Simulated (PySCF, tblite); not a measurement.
**C4H9ClO2Si2: geometry, infrared bands and NMR shifts**

What infrared bands and NMR shifts should C4H9ClO2Si2 (`COC1=CO[Si@@H](CCl)[SiH2]1`) show?

The runs use tblite 0.8.0 and PySCF 2.14.0, with density-fitted response routines of our own; the level of theory stands in each step. All values are computed, except where a source is named. Atoms are numbered from 0 throughout.

## 1. Starting geometry

18 atoms, charge 0, multiplicity 1; geometry from: force field or distance geometry start.

Bonds of the start (Å): C0–O1 1.42, O1–C2 1.39, C2–C3 1.34, C3–O4 1.39, O4–Si5 1.69, Si5–C6 1.83, C6–Cl7 1.78, Si5–Si8 2.31, Si8–C2 1.89, C0–H9 1.10, C0–H10 1.10, C0–H11 1.10, C3–H12 1.10, Si5–H13 1.50, C6–H14 1.09, C6–H15 1.11, Si8–H16 1.48, Si8–H17 1.49.

## 2. Geometry optimisation with GFN2-xTB

The job: settings as JSON, then the geometry in Å.

```
{"job": {"kind": "relax", "xc": "GFN2-xTB", "basis": "xTB"}, "charge": 0, "multiplicity": 1}
C     -3.308600     0.188000    -0.412400
O     -2.087800     0.235200    -1.130100
C     -0.920900     0.272700    -0.367000
C     -0.822000     0.282500     0.967800
O      0.378700     0.319600     1.675300
Si     1.759500     0.387400     0.709300
C      2.848800    -1.079500     0.875000
Cl     4.288200    -0.901200    -0.155900
Si     0.702400     0.348300    -1.338800
H     -4.131000     0.161200    -1.142300
H     -3.449300     1.088300     0.197900
H     -3.389700    -0.715900     0.204600
H     -1.651400     0.240200     1.686300
H      2.477800     1.672800     0.970300
H      2.342100    -2.002400     0.594900
H      3.205600    -1.200700     1.916700
H      0.928400    -0.896200    -2.112200
H      0.820600     1.606100    -2.125000
```

Command:

```bash
$ OMP_NUM_THREADS=1 python probes_run.py task.json out
```

This one command runs all jobs of the session in turn.

**Question.** This job is followed by: GFN2-xTB harmonic vibrations, gas phase; GIAO PBE0/pcSseg-1 NMR shielding, non-relativistic, gas phase. Predict these results of the whole session: strongest single infrared mode (GFN2-xTB); zero-point energy (GFN2-xTB); 13C shifts against TMS (PBE0/pcSseg-1); 1H shifts against TMS (PBE0/pcSseg-1, means over atoms taken as alike); 17O shifts against H2O (PBE0/pcSseg-1); 29Si shifts against TMS (PBE0/pcSseg-1); 35Cl shifts against HCl (PBE0/pcSseg-1); surface potential, 1st and 99th percentile.

The runs gave:

| quantity | value |
| --- | --- |
| strongest single infrared mode (GFN2-xTB) | 2225 cm⁻¹, 416 km/mol |
| zero-point energy (GFN2-xTB) | 75.3 kcal/mol |
| 13C shifts against TMS (PBE0/pcSseg-1) | 152.6, 141.1, 57.8, 30.6 ppm |
| 1H shifts against TMS (PBE0/pcSseg-1, means over atoms taken as alike) | 6.33, 5.16, 4.45, 4.31, 3.62, 3.38, 3.14 ppm |
| 17O shifts against H2O (PBE0/pcSseg-1) | 81.8, 77.1 ppm |
| 29Si shifts against TMS (PBE0/pcSseg-1) | -4.0, -84.2 ppm |
| 35Cl shifts against HCl (PBE0/pcSseg-1) | -26 ppm |
| surface potential, 1st and 99th percentile | -1.04 V and 1.14 V |

**Reading.** The optimisation took 92 steps and gained 0.342 eV; among the close pairs (by a distance rule), Si5–C6 changed most, from 1.835 to 1.910 Å. All 48 modes are real, so the xTB geometry is a minimum. The strongest single mode, at 2225 cm⁻¹, moves mainly H13. Unscaled tight-binding wavenumbers are off by several per cent, some by more. Its intensities can rank the bands wrongly. H12 (hydrogen on an alkene carbon bearing oxygen) lies farthest downfield among hydrogen, at 6.33 ppm; attached to an sp2 carbon and in the plane of the double bond. At PBE0/pcSseg-1: The largest span, 242 ppm, is at Cl7, where the paramagnetic term is -167 ppm. At PBE0/pcSseg-1, counted by nearest atom on the grid, the HOMO lies on C2, C3 about 24 % each; O1, O4 about 20 % each, the LUMO on Si5, Si8 about 14 % each; C3 13 %.
